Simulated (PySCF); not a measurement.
# GaB (triplet) at other levels of theory

What do other methods print for GaB (triplet)?

Computed with PySCF 2.14.0. Level: each script names its method and basis.

2 further runs of the same task are left out: 2 that didn't finish.

### 1 Starting geometry

GaB (triplet): 2 atoms, charge 0, spin multiplicity 3.

Bond lengths: Ga1–B2 2.020 Å.

### 2 The base run

File input.py:

```python
from pyscf import gto, scf

mol = gto.M(
    atom='Ga 0 0 0; B 0 0 2.02',
    basis='lanl2dz',
    ecp={'Ga': 'lanl2dz'},
    charge=0,
    spin=2,
    verbose=4,
)
mf = scf.UHF(mol)
mf.kernel()
mf.dip_moment()
print('orbital energies (hartree):', [e[max(0, n-3):n+3].round(4) for e, n in zip(mf.mo_energy, mol.nelec)])
```

Launch:

```
$ OMP_NUM_THREADS=1 python input.py
```

### 3 Stability test

Variant 1 changes step after the SCF: none → stability.

input.py, as its differences from that of step 2:

```diff
@@ -12,2 +12,3 @@
 mf.kernel()
+mf.stability(internal=True, external=True)
 mf.dip_moment()
```

### 4 TDHF

Variant 2 changes step after the SCF: none → tddft; number of roots: none → 3.

input.py, as its differences from that of step 2:

```diff
@@ -1,2 +1,2 @@
-from pyscf import gto, scf
+from pyscf import gto, scf, tdscf
 
@@ -12,2 +12,6 @@
 mf.kernel()
+td = tdscf.TDHF(mf)
+td.nstates = 3
+td.kernel()
+td.analyze(verbose=3)
 mf.dip_moment()
```

### 5 EOM-EE

Variant 3 changes step after the SCF: none → eomee; number of roots: none → 8.

input.py, as its differences from that of step 2:

```diff
@@ -1,2 +1,2 @@
-from pyscf import gto, scf
+from pyscf import gto, scf, cc
 
@@ -12,2 +12,6 @@
 mf.kernel()
+mycc = cc.CCSD(mf)
+mycc.kernel()
+e = mycc.eeccsd(nroots=8)[0]
+print('roots (eV) =', (e*27.211386).round(3))
 mf.dip_moment()
```

### 6 Population analysis

Variant 4 changes step after the SCF: none → analyze.

input.py, as its differences from that of step 2:

```diff
@@ -12,2 +12,3 @@
 mf.kernel()
+mf.mulliken_pop()
 mf.dip_moment()
```

### 7 Camb3lyp (UKS)

Variant 5 changes functional: none (Hartree–Fock) → camb3lyp; SCF type: UHF → UKS; step after the SCF: none → analyze.

input.py, as its differences from that of step 2:

```diff
@@ -1,2 +1,2 @@
-from pyscf import gto, scf
+from pyscf import gto, dft
 
@@ -10,4 +10,5 @@
 )
-mf = scf.UHF(mol)
+mf = dft.UKS(mol, xc='camb3lyp')
 mf.kernel()
+mf.mulliken_pop()
 mf.dip_moment()
```

Q: Predict the outcome of this session. Wanted: for each run, E(SCF); from base; gap, α spin; SCF dipole; after the SCF.

The runs gave:

```csv
run,E(SCF) (hartree),from base (eV),cycles,"gap, α spin (eV)",SCF dipole (D),after the SCF
base,-26.479167,0,25,8.16,2.36,n/a
stability test,-26.479167,0.0000,25,8.16,2.36,"unstable: internal, UHF/UKS -> GHF/GKS"
TDHF,-26.479167,0.0000,25,8.16,2.36,lowest root found 1.99 eV
EOM-EE,-26.479167,0.0000,25,8.16,2.36,"CCSD correlation -2.790 eV, first root -0.05 eV"
population analysis,-26.479167,0.0000,25,8.16,2.36,n/a
camb3lyp (UKS),-26.687484,not comparable,14,4.50,1.85,n/a
```

Total energies of different functionals can't be compared with each other; differences within one functional can. The dearest run is “EOM-EE”, at 3.7 s against 1 s.
